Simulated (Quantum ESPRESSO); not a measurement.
Wanted: the native input for a Quantum ESPRESSO 7.5 run.

```yaml
Task: dielectric tensor
Functional: LDA
Potentials_or_basis: PseudoDojo 0.4.1 SR LDA standard
Cutoff: 1088 eV
Density_cutoff: 4354 eV
k_mesh: 8 × 8 × 8, shifted
Occupations: fermi-dirac, width 0.02 eV
Spin: no spin polarisation
Form_of_the_LDA_correlation: PW92
Mixing_beta: 0.5
Most_SCF_iterations: 120
SCF_threshold: 4e-10 Ry
```

The system is GaP.

```
Ga P
1.0
     0.00000    2.72525    2.72525
     2.75250    0.00000    2.72525
     2.75250    2.72525    0.00000
Ga P
1 1
Direct
  0.00000 0.00000 0.00000
  0.25000 0.25000 0.25000
```

The cell was built by a generator and needn't be a form met in nature.

These files were run (other wordings do the same):

pw.in

```
&CONTROL
  calculation = 'scf'
  prefix = 'pwscf'
  outdir = './tmp'
  pseudo_dir = './pseudo'
  tprnfor = .true.
  tstress = .true.
  disk_io = 'low'
/
&SYSTEM
  ibrav = 0
  celldm(1) = 8
  nat = 2
  ntyp = 2
  ecutwfc = 80
  nbnd = 15
  occupations = 'smearing'
  smearing = 'fd'
  degauss = 0.00146997
/
&ELECTRONS
  conv_thr = 4d-10
  electron_maxstep = 120
  mixing_beta = 0.5
/
ATOMIC_SPECIES
Ga    69.7230 Ga.upf
P     30.9738 P.upf
CELL_PARAMETERS alat
  0.0000000000000   0.6437470151420   0.6437470151420
  0.6501844852935   0.0000000000000   0.6437470151420
  0.6501844852935   0.6437470151420   0.0000000000000
ATOMIC_POSITIONS crystal
Ga     0.0000000000    0.0000000000    0.0000000000
P      0.2500000000    0.2500000000    0.2500000000
K_POINTS automatic
8 8 8 1 1 1
```

gamma.in

```
&CONTROL
  calculation = 'bands'
  prefix = 'pwscf'
  outdir = './tmp'
  pseudo_dir = './pseudo'
  disk_io = 'low'
  verbosity = 'high'
/
&SYSTEM
  ibrav = 0
  celldm(1) = 8
  nat = 2
  ntyp = 2
  ecutwfc = 80
  nbnd = 15
  occupations = 'smearing'
  smearing = 'fd'
  degauss = 0.00146997
/
&ELECTRONS
  conv_thr = 1d-08
  electron_maxstep = 120
  mixing_beta = 0.5
  diago_full_acc = .true.
  startingwfc = 'random'
/
ATOMIC_SPECIES
Ga    69.7230 Ga.upf
P     30.9738 P.upf
CELL_PARAMETERS alat
  0.0000000000000   0.6437470151420   0.6437470151420
  0.6501844852935   0.0000000000000   0.6437470151420
  0.6501844852935   0.6437470151420   0.0000000000000
ATOMIC_POSITIONS crystal
Ga     0.0000000000    0.0000000000    0.0000000000
P      0.2500000000    0.2500000000    0.2500000000
K_POINTS crystal
1
0.0 0.0 0.0 1
```

scf2.in

```
&CONTROL
  calculation = 'scf'
  prefix = 'pwscf'
  outdir = './tmp'
  pseudo_dir = './pseudo'
  tprnfor = .true.
  tstress = .true.
  disk_io = 'low'
/
&SYSTEM
  ibrav = 0
  celldm(1) = 8
  nat = 2
  ntyp = 2
  ecutwfc = 80
  nbnd = 15
  occupations = 'fixed'
/
&ELECTRONS
  conv_thr = 1d-13
  electron_maxstep = 120
  mixing_beta = 0.5
  startingpot = 'file'
/
ATOMIC_SPECIES
Ga    69.7230 Ga.upf
P     30.9738 P.upf
CELL_PARAMETERS alat
  0.0000000000000   0.6437470151420   0.6437470151420
  0.6501844852935   0.0000000000000   0.6437470151420
  0.6501844852935   0.6437470151420   0.0000000000000
ATOMIC_POSITIONS crystal
Ga     0.0000000000    0.0000000000    0.0000000000
P      0.2500000000    0.2500000000    0.2500000000
K_POINTS automatic
8 8 8 1 1 1
```

ph.in

```
dielectric of GaP
&INPUTPH
  prefix = 'pwscf'
  outdir = './tmp'
  tr2_ph = 1d-18
  fildyn = 'dyn'
  niter_ph = 90
  alpha_mix(1) = 0.7
  epsil = .true.
  trans = .false.
  zeu = .true.
/
0.0000000000 0.0000000000 0.0000000000
```

Potentials or basis: PseudoDojo 0.4.1 SR LDA standard.

Run with:

```bash
$ OMP_NUM_THREADS=1 pw.x -in pw.in > pw.out
$ OMP_NUM_THREADS=1 pw.x -in gamma.in > gamma.out
$ OMP_NUM_THREADS=1 pw.x -in scf2.in > scf2.out
$ OMP_NUM_THREADS=1 ph.x -in ph.in > ph.out
```

Results of the run:

```yaml
Pressure: -3.7 GPa
Electronic_dielectric_tensor_diagonal: 11.15, 11.05, 11.05
Born_charges_mean_of_the_diagonal: Ga +2.12; P -2.12 e
```

Caveat: the cell is more than 3 GPa from zero pressure, which shifts response properties.

It took 27 min on 1 thread of AMD EPYC 7R43 64-Core Processor (Zen 3) (shared host), peak memory 0.15 GiB.
